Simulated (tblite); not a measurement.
# C7H9NO: the cost of one run

Programs: tblite 0.8.0 and PySCF 2.14.0, with density-fitted response routines of our own. Each step states its level of theory. These are calculated values for one molecule in the gas phase, unless marked as measured. Atoms count from 0, in the outputs and in this text.

**1. Starting geometry**

18 atoms, charge 1, multiplicity 2; geometry from: force field or distance geometry start.

Bonds of the start (Å): C0–C1 1.51, C1–O2 1.28, C1–C3 1.47, C3–C4 1.47, C4–C5 1.51, C5–C6 1.30, C6–N7 1.44, N7–C8 1.47, N7–C3 1.44, C0–H9 1.11, C0–H10 1.12, C0–H11 1.09, C4–H12 1.12, C5–H13 1.09, C6–H14 1.09, C8–H15 1.11, C8–H16 1.12, C8–H17 1.11.

**2. Geometry optimisation with GFN2-xTB**

What the job is given:

```
{"job": {"kind": "relax", "xc": "GFN2-xTB", "basis": "xTB"}, "charge": 1, "multiplicity": 2}
C      2.690900    -0.711600    -0.232800
C      1.231100    -0.971300     0.033600
O      0.854500    -2.162100     0.334500
C      0.274700     0.138200    -0.029000
C      0.520200     1.560900    -0.326200
C     -0.854300     2.183200    -0.243200
C     -1.744900     1.287900     0.067200
N     -1.130300    -0.009500     0.230300
C     -1.826400    -1.263000     0.574000
H      3.347500    -1.166900     0.542900
H      2.800600     0.392900    -0.117700
H      2.909700    -1.065300    -1.239600
H      0.786400     1.697900    -1.407900
H     -1.096300     3.234800    -0.406400
H     -2.804500     1.496300     0.197500
H     -2.917200    -1.104800     0.454100
H     -1.452100    -2.086000    -0.086600
H     -1.598400    -1.445300     1.643700
```

On the command line:

```
$ OMP_NUM_THREADS=1 python probes_run.py task.json out
```

The driver reads the jobs from task.json and runs them one after another.

Q: Estimate the wall time and peak memory of this first job on 1 thread of Arm Neoverse N1, shared host.

About 1.3 s, with a peak of 0.18 GiB.
